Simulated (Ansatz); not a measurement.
# CH4BCl2N: a ladder of functionals and wavefunction methods

One table from this session's results is given with a row withheld; the runs are named, their logs left out.

Program: Ansatz 0.2.0, Gaussian basis. Level of theory: functionals in def2-TZVPP, the program's frozen cores in correlated methods. These are calculated values, not measurements.

Levels to be run: LDA (SPW92), PBE-D4, revPBE-D4, BLYP-D4, r2SCAN-D4, B97M-V, PBE0-D4, B3LYP-D4, r2SCANh-D4, r2SCAN0-D4, HSE06-D4, BHLYP-D4, CAM-B3LYP-D4, LC-ωPBE, ωB97X-V, ωB97M-V, B2PLYP, PBE-QIDH; CCSD(T)/def2-SVP; CCSD(T)/def2-TZVPP; MP2/def2-QZVPP; extrapolation to the limit; RPA on PBE.

## The geometry

All runs share one geometry, relaxed beforehand with PBE0-D4 in a triple-zeta def2 set.

SMILES `CNB(Cl)Cl`, 9 atoms, charge 0, spin multiplicity 1.

Atoms are counted from 1 here; the program's logs count them from 0.

Bond lengths: C1–N2 1.445 Å, C1–H6 1.093 Å, C1–H7 1.088 Å, C1–H8 1.093 Å, N2–B3 1.383 Å, N2–H9 1.008 Å, B3–Cl4 1.762 Å, B3–Cl5 1.766 Å. Angles: N2–C1–H6 111.1°, N2–C1–H7 109.5°, N2–C1–H8 111.0°, H6–C1–H7 108.4°, H6–C1–H8 108.4°, H7–C1–H8 108.4°, C1–N2–B3 128.3°, C1–N2–H9 114.9°, B3–N2–H9 116.7°, N2–B3–Cl4 121.9°, N2–B3–Cl5 119.3°, Cl4–B3–Cl5 118.8°.

As a file:

```
C    -1.0035   -0.5847    0.3142
N     0.1482    0.2825    0.4058
B     1.1141    0.5301   -0.5528
Cl    1.0715   -0.2381   -2.1384
Cl    2.4317    1.6476   -0.1845
H    -1.9325   -0.0189    0.4259
H    -1.0139   -1.0719   -0.6589
H    -0.9746   -1.3582    1.0863
H     0.2476    0.7653    1.2851
```

The first run:

Input file in.yaml:

```yaml
crystal:
  periodic: [false, false, false]
  atoms:
    - {symbol: C, position_ang: [-1.003497, -0.584702, 0.314239]}
    - {symbol: N, position_ang: [0.148161, 0.282485, 0.405806]}
    - {symbol: B, position_ang: [1.114134, 0.530105, -0.552779]}
    - {symbol: Cl, position_ang: [1.071475, -0.238111, -2.138370]}
    - {symbol: Cl, position_ang: [2.431651, 1.647592, -0.184547]}
    - {symbol: H, position_ang: [-1.932462, -0.018859, 0.425939]}
    - {symbol: H, position_ang: [-1.013924, -1.071906, -0.658917]}
    - {symbol: H, position_ang: [-0.974648, -1.358229, 1.086320]}
    - {symbol: H, position_ang: [0.247610, 0.765327, 1.285107]}
basis:
  gaussian: {orbitals: def2-TZVPP}
hamiltonian: {xc: lda}
output: {orbitals: {seedname: orbitals}}
```

On the command line:

```
ansatz run in.yaml --threads 4 --pin off --events-out ev --progress --plain --max-ram 10444MiB
```

Steps of the session up to this table: LDA; PBE-D4 (GGA); revPBE-D4 (GGA); BLYP-D4 (GGA); r2SCAN-D4 (meta-GGA); B97M-V (meta-GGA); B3LYP-D4 (hybrid); r2SCANh-D4 (hybrid); r2SCAN0-D4 (hybrid); HSE06-D4 (hybrid); BHLYP-D4 (hybrid); CAM-B3LYP-D4 (range-separated); LC-ωPBE (range-separated); ωB97X-V (range-separated); ωB97M-V (range-separated); B2PLYP (double hybrid); PBE-QIDH (double hybrid).

One of the session's tables, all rows but one given; the rest of the session is left out.

It belongs to the step «Orbital energies across the functionals». 

| functional | HOMO (eV) | gap (eV) |
| --- | --- | --- |
| LDA (SPW92) | -6.73 | 5.77 |
| PBE-D4 | -6.59 | 5.88 |
| revPBE-D4 | -6.53 | 5.92 |
| BLYP-D4 | -6.45 | 5.92 |
| r2SCAN-D4 | -6.87 | 6.47 |
| B97M-V | -6.95 | 6.69 |
| PBE0-D4 | ? | ? |
| B3LYP-D4 | -7.69 | 7.76 |
| r2SCANh-D4 | -7.37 | 7.31 |
| r2SCAN0-D4 | -8.12 | 8.58 |
| HSE06-D4 | -7.53 | 7.41 |
| BHLYP-D4 | -9.17 | 10.53 |
| CAM-B3LYP-D4 | -9.31 | 10.74 |
| LC-ωPBE | -10.70 | 13.26 |
| ωB97X-V | -10.32 | 12.83 |
| ωB97M-V | -10.20 | 12.31 |

Estimate the missing values for PBE0-D4.

The run gave: HOMO (eV): -7.93; gap (eV): 8.19. In the column «HOMO (eV)» it lies between r2SCAN0-D4 (-8.12) and B3LYP-D4 (-7.69).
